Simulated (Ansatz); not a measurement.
HfIn4SiO6 under changes of volume

One of the cells (15.770 Å³/atom); the others are scaled copies at fixed shape and fractional positions:

```
Hf In Si O
1.0
     2.71585   -4.70357    0.00833
     2.71585    4.70357    0.00833
    -1.87915    0.00000    7.40127
Hf In Si O
1 4 1 6
Direct
  0.78835 0.21165 0.00000
  0.62175 0.37825 0.50000
  0.45502 0.54498 0.00000
  0.28407 0.71593 0.50000
  0.95814 0.04186 0.50000
  0.12168 0.87832 0.00000
  0.06219 0.11415 0.86666
  0.88585 0.93781 0.13334
  0.79490 0.53784 0.86663
  0.46216 0.20510 0.13337
  0.15352 0.62879 0.13333
  0.37121 0.84648 0.86667
```

The cell was built by a generator and needn't be a form met in nature.

```yaml
Program: Ansatz 0.2.0
Functional: PBE
Potentials_or_basis: all-electron LAPW, scalar-relativistic
Cutoff: 356 eV (chosen from the basis error)
Basis_error_allowed: 0.003 eV/atom
k_mesh: 4 × 4 × 3
Occupations: fermi-dirac, width 0.05 eV
Spin: no spin polarisation
```

| volume (Å³/atom) | energy over the lowest point (meV/atom) | pressure (GPa) | largest force (eV/Å) |
| --- | --- | --- | --- |
| 14.824 | 21.46 | 8.1 | 0.710 |
| 15.139 | 8.66 | 5.0 | 0.463 |
| 15.454 | 1.71 | 2.2 | 0.236 |
| 15.770 | 0.00 | -0.3 | 0.083 |
| 16.085 | 2.97 | -2.6 | 0.189 |
| 16.401 | ? | ? | ? |
| 16.716 | 21.03 | -6.4 | 0.524 |

Question: What does the run at 16.401 Å³/atom give?

Answer: Energy over the lowest point 10.13 meV/atom; pressure -4.6 GPa; largest force 0.362 eV/Å.

Worked out: A Birch-Murnaghan fit of order 3 (a polynomial in V^(-2/3)) to the other rows has its minimum at 15.72 Å³/atom with B0 = V·E''(V) = 121 GPa and B' = 4.6 at fixed shape and positions, which overstates the stiffness. It gives 10.14 meV/atom at 16.401 Å³/atom, against the run's 10.13, and -dE/dV = -4.6 GPa, against -4.6.

Energies are extrapolated to zero smearing.

Caveats: the k mesh is thin for a metal, which can move the energy by tens of meV per atom.

The runs don't all hold the same shells in valence.
